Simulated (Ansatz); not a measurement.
## AlAu, space group Pm-3m: a relaxation of the ions

Computed with Ansatz 0.2.0, Python API.

`alau_relax.py`
```python
# -*- coding: utf-8 -*-
from dataclasses import dataclass
import warnings

import ansatz as az
from ase import Atoms
import numpy as np
from pymatgen.core import Structure
from pymatgen.symmetry.analyzer import SpacegroupAnalyzer


@dataclass(frozen=True)
class Settings:
    functional: str = "r2scan"
    filling: str = "cold"
    sigma: float = 0.1
    fmax: float = 0.01


cfg = Settings()

warnings.simplefilter("ignore", az.DeckWarning)

atoms = Atoms(
    ["Al", "Au"],
    scaled_positions=[
        [0.0, 0.0, 0.0],
        [0.5, 0.5, 0.5],
    ],
    cell=[
        [3.223942, 0.0, 0.0],
        [0.0, 3.223942, 0.0],
        [0.0, 0.0, 3.223942],
    ],
    pbc=True,
)
atoms.rattle(stdev=0.025, seed=68)
xtal = az.Crystal.from_ase(atoms)

calculation = xtal.calculation()
calculation = calculation.functional(cfg.functional).kpoints(5)
calculation = calculation.occupations(cfg.filling, width=cfg.sigma)
calculation = calculation.relax(force_tolerance=cfg.fmax)
calculation = calculation.density()
steps = []


def collect(event):
    if event["event"] == "relax_step":
        steps.append(event["data"])


res = calculation.session().plan().execute(on_event=collect)
rep = res.report
for s in steps:
    flag = "" if s["accepted"] else "  (rejected)"
    print("step %2d  E = %.5f eV  largest force component = %.4f eV/A%s" % (s["step"], s["lagrangian_ev"], s["allowed_force_max_ev_ang"], flag))

first, last = steps[0], steps[-1]
symbols = [site.symbol for site in res.lattice.sites]
print(f"energy gained {first['lagrangian_ev'] - last['lagrangian_ev']:.4f} eV in {len(steps) - 1} steps")

print("atom   start x y z (A)              end x y z (A)")
for symbol, a, b in zip(symbols, first["positions_ang"], last["positions_ang"]):
    print(f"{symbol:3s}", " ".join(f"{v:8.4f}" for v in a), "  ", " ".join(f"{v:8.4f}" for v in b))

moved = np.linalg.norm(np.array(last["positions_ang"]) - np.array(first["positions_ang"]), axis=1)
print("displacement by atom (A):", " ".join(f"{s}:{d:.3f}" for s, d in zip(symbols, moved)))

print("relaxed fractional positions")
for site in res.lattice.sites:
    print(f"  {site.symbol:2s}", " ".join(f"{v % 1:8.5f}" for v in np.round(site.position_frac, 5)))

print(f"free energy      {rep['free_energy_ev']:.5f} eV")
print(f"per atom         {rep['free_energy_ev'] / len(res.lattice.sites):.5f} eV")
print(f"SCF iterations   {rep['n_iterations']}  (converged: {rep['converged']})")

final = Structure(res.lattice.cell_ang, [s.symbol for s in res.lattice.sites], [s.position_frac for s in res.lattice.sites])
analyser = SpacegroupAnalyzer(final, symprec=0.01)
standard = analyser.get_conventional_standard_structure()
print(analyser.get_crystal_system(), analyser.get_space_group_symbol(), len(standard), "atoms in the conventional cell")
print("a b c (A):", [round(x, 4) for x in standard.lattice.abc], " angles:", [round(x, 2) for x in standard.lattice.angles])
print(f"mass density {float(final.density):.3f} g/cm^3")

rho = res.density()
total = sum(ch.density_e_per_ang3 for ch in rho.channels[:2]) if len(rho.channels) < 3 else rho.channels[0].density_e_per_ang3
print("grid", rho.dims, "electrons", round(float(total.mean() * rho.cell_volume_ang3), 4))
profile = total.mean(axis=(0, 2))
print("planar average along grid axis 1 (e/A^3):")
print(np.array2string(profile[:: max(len(profile) // 16, 1)], precision=4))
```

```console
$ python alau_relax.py
step  1  E = -13704.29460 eV  largest force component = 0.0737 eV/A
step  2  E = -13704.29654 eV  largest force component = 0.0455 eV/A
step  3  E = -13704.29776 eV  largest force component = 0.0010 eV/A
step  4  E = -13704.29776 eV  largest force component = 0.0009 eV/A
energy gained 0.0032 eV in 3 steps
atom   start x y z (A)              end x y z (A)
Al   -0.0236   0.0050  -0.0385     -0.0016   0.0074  -0.0172
Au    1.6329   1.6218   1.6165      1.6109   1.6195   1.5953
displacement by atom (A): Al:0.031 Au:0.031
relaxed fractional positions
  Al  0.99950  0.00229  0.99465
  Au  0.49967  0.50232  0.49482
free energy      -13704.29776 eV
per atom         -6852.14888 eV
SCF iterations   2  (converged: True)
cubic Pm-3m 2 atoms in the conventional cell
a b c (A): [3.2239, 3.2239, 3.2239]  angles: [90.0, 90.0, 90.0]
mass density 11.098 g/cm^3
grid (24, 24, 24) electrons 22.0
planar average along grid axis 1 (e/A^3):
[0.1555 0.1588 0.1713 0.1932 0.2295 0.285  0.3846 0.5611 0.8084 1.0965
 1.381  1.6009 1.691  1.6185 1.41   1.1294 0.8392 0.5856 0.4002 0.2931
 0.2346 0.1965 0.1733 0.1597]
```

What to keep in mind:
- Total energies depend on the potentials; only differences at equal settings carry meaning.
- For a metal this k-point mesh is coarse: on a finer one energies can move by several to tens of meV an atom and pressures by half a GPa or more, differences at one mesh by less.
- Energies along a relaxation are free energies. A last row that repeats the one before re-solves the same geometry more tightly.
- Spin-orbit coupling, which matters for elements this heavy, is left out.
- Densities and potentials on the grid are those of the valence electrons, and inside the cores they hang on the potentials used.
- The structure comes from a database of computed cells and needn't be a stable or known phase.
- Run time: 16 s on 1 thread of Intel(R) Xeon(R) Platinum 8488C (Sapphire Rapids), with other jobs on the host, peak memory 0.54 GiB.

(A comment or docstring line of the script was reworded after the run, the code is as it ran; lines on the test bed's own set-up are left out of the output.)
